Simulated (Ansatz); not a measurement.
# C₇H₁₂: a ladder of functionals and wavefunction methods

One table from this session's results is given with a row withheld; the runs are named, their logs left out.

Method: functionals in def2-TZVPP, the program's frozen cores in correlated methods; program: Ansatz 0.2.0, Gaussian basis.

Plan: LDA (SPW92), PBE-D4, revPBE-D4, BLYP-D4, r2SCAN-D4, B97M-V, PBE0-D4, B3LYP-D4, r2SCANh-D4, r2SCAN0-D4, HSE06-D4, BHLYP-D4, CAM-B3LYP-D4, LC-ωPBE, ωB97X-V, ωB97M-V, B2PLYP, PBE-QIDH; CCSD(T)/def2-SVP; CCSD(T)/def2-TZVPP; MP2/def2-QZVPP; extrapolation to the limit; RPA on PBE.

### The geometry

All runs share one geometry, relaxed beforehand with PBE0-D4 in a triple-zeta def2 set.

SMILES `C=C1CCCCC1`, 19 atoms, charge 0, spin multiplicity 1.

Atoms are counted from 1 here; the program's logs count them from 0.

Bond lengths: C1–C2 1.328 Å, C1–H8 1.085 Å, C1–H9 1.085 Å, C2–C3 1.499 Å, C2–C7 1.499 Å, C3–C4 1.529 Å, C3–H10 1.093 Å, C3–H11 1.099 Å, C4–C5 1.522 Å, C4–H12 1.094 Å, C4–H13 1.096 Å, C5–C6 1.522 Å, C5–H14 1.094 Å, C5–H15 1.098 Å, C6–C7 1.529 Å, C6–H16 1.094 Å, C6–H17 1.096 Å, C7–H18 1.093 Å and more. Angles: C2–C1–H8 121.4°, C2–C1–H9 121.4°, H8–C1–H9 117.1°, C1–C2–C3 122.8°, C1–C2–C7 122.8°, C3–C2–C7 114.3°, C2–C3–C4 111.0°, C2–C3–H10 110.4°, C2–C3–H11 108.8°, C4–C3–H10 110.9°, C4–C3–H11 108.4°, H10–C3–H11 107.1°, C3–C4–C5 111.3°, C3–C4–H12 109.9°, C3–C4–H13 108.9°, C5–C4–H12 110.5°, C5–C4–H13 109.3°, H12–C4–H13 106.8° and more.

As a file:

```mol
C7H12
  3D, bonds by distance, orders not assigned

 19 19  0  0  0  0  0  0  0  0999 V2000
   -0.6604   -2.0067   -1.2136 C   0  0
   -0.6120   -0.8765   -0.5173 C   0  0
   -0.5149   -0.8465    0.9783 C   0  0
    0.6935   -0.0281    1.4332 C   0  0
    0.6824    1.3625    0.8147 C   0  0
    0.6091    1.2921   -0.7038 C   0  0
   -0.5995    0.4763   -1.1630 C   0  0
   -0.7147   -2.0018   -2.2972 H   0  0
   -0.6528   -2.9744   -0.7228 H   0  0
   -0.4710   -1.8624    1.3784 H   0  0
   -1.4233   -0.3792    1.3830 H   0  0
    0.7095    0.0386    2.5251 H   0  0
    1.6095   -0.5505    1.1339 H   0  0
    1.5698    1.9219    1.1252 H   0  0
   -0.1850    1.9188    1.1926 H   0  0
    0.5651    2.2978   -1.1321 H   0  0
    1.5217    0.8228   -1.0893 H   0  0
   -0.6144    0.3799   -2.2513 H   0  0
   -1.5124    1.0153   -0.8741 H   0  0
  1  2  8  0
  2  3  8  0
  3  4  8  0
  4  5  8  0
  5  6  8  0
  6  7  8  0
  1  8  8  0
  1  9  8  0
  3 10  8  0
  3 11  8  0
  4 12  8  0
  4 13  8  0
  5 14  8  0
  5 15  8  0
  6 16  8  0
  6 17  8  0
  7 18  8  0
  7 19  8  0
  2  7  8  0
M  END
```

The first run:

File in.yaml:

```yaml
crystal:
  periodic: [false, false, false]
  atoms:
    - {symbol: C, position_ang: [-0.660432, -2.006749, -1.213578]}
    - {symbol: C, position_ang: [-0.612048, -0.876529, -0.517306]}
    - {symbol: C, position_ang: [-0.514862, -0.846477, 0.978333]}
    - {symbol: C, position_ang: [0.693488, -0.028058, 1.433249]}
    - {symbol: C, position_ang: [0.682359, 1.362520, 0.814737]}
    - {symbol: C, position_ang: [0.609095, 1.292076, -0.703835]}
    - {symbol: C, position_ang: [-0.599458, 0.476317, -1.162993]}
    - {symbol: H, position_ang: [-0.714742, -2.001823, -2.297194]}
    - {symbol: H, position_ang: [-0.652831, -2.974368, -0.722807]}
    - {symbol: H, position_ang: [-0.470973, -1.862359, 1.378377]}
    - {symbol: H, position_ang: [-1.423311, -0.379160, 1.383022]}
    - {symbol: H, position_ang: [0.709461, 0.038633, 2.525071]}
    - {symbol: H, position_ang: [1.609513, -0.550499, 1.133894]}
    - {symbol: H, position_ang: [1.569819, 1.921923, 1.125245]}
    - {symbol: H, position_ang: [-0.185048, 1.918831, 1.192646]}
    - {symbol: H, position_ang: [0.565070, 2.297775, -1.132105]}
    - {symbol: H, position_ang: [1.521702, 0.822796, -1.089304]}
    - {symbol: H, position_ang: [-0.614355, 0.379890, -2.251322]}
    - {symbol: H, position_ang: [-1.512446, 1.015259, -0.874132]}
basis:
  gaussian: {orbitals: def2-TZVPP}
hamiltonian: {xc: lda}
output: {orbitals: {seedname: orbitals}}
```

Command:

```sh
$ ansatz run in.yaml --threads 2 --pin off --events-out ev --progress --plain --max-ram 32768MiB --backend cuda --devices 0, --max-vram 18GiB
```

Steps of the session up to this table: LDA; PBE-D4 (GGA); revPBE-D4 (GGA); BLYP-D4 (GGA); r2SCAN-D4 (meta-GGA); B97M-V (meta-GGA); PBE0-D4 (hybrid); B3LYP-D4 (hybrid); r2SCANh-D4 (hybrid); r2SCAN0-D4 (hybrid); HSE06-D4 (hybrid); BHLYP-D4 (hybrid); CAM-B3LYP-D4 (range-separated); LC-ωPBE (range-separated); ωB97X-V (range-separated); ωB97M-V (range-separated); B2PLYP (double hybrid); PBE-QIDH (double hybrid).

One of the session's tables, all rows but one given; the rest of the session is left out.

It belongs to the step «Frontier levels by functional». 

| functional | HOMO (eV) | LUMO (eV) | gap (eV) |
| --- | --- | --- | --- |
| LDA (SPW92) | -6.03 | -0.78 | 5.25 |
| PBE-D4 | ? | ? | ? |
| revPBE-D4 | -5.79 | -0.47 | 5.32 |
| BLYP-D4 | -5.71 | -0.45 | 5.26 |
| r2SCAN-D4 | -6.04 | -0.28 | 5.76 |
| B97M-V | -6.08 | -0.32 | 5.77 |
| PBE0-D4 | -6.96 | 0.42 | 7.38 |
| B3LYP-D4 | -6.75 | 0.17 | 6.92 |
| r2SCANh-D4 | -6.45 | 0.08 | 6.54 |
| r2SCAN0-D4 | -7.08 | 0.60 | 7.69 |
| HSE06-D4 | -6.56 | 0.04 | 6.60 |
| BHLYP-D4 | -7.91 | 1.38 | 9.29 |
| CAM-B3LYP-D4 | -8.28 | 1.45 | 9.73 |
| LC-ωPBE | -9.65 | 2.65 | 12.30 |
| ωB97X-V | -9.28 | 2.51 | 11.79 |
| ωB97M-V | -9.19 | 2.25 | 11.44 |

Q: Estimate the row for PBE-D4 from the others.

As computed: HOMO (eV): -5.86; LUMO (eV): -0.56; gap (eV): 5.30. In the column «HOMO (eV)» it lies between LDA (SPW92) (-6.03) and revPBE-D4 (-5.79).
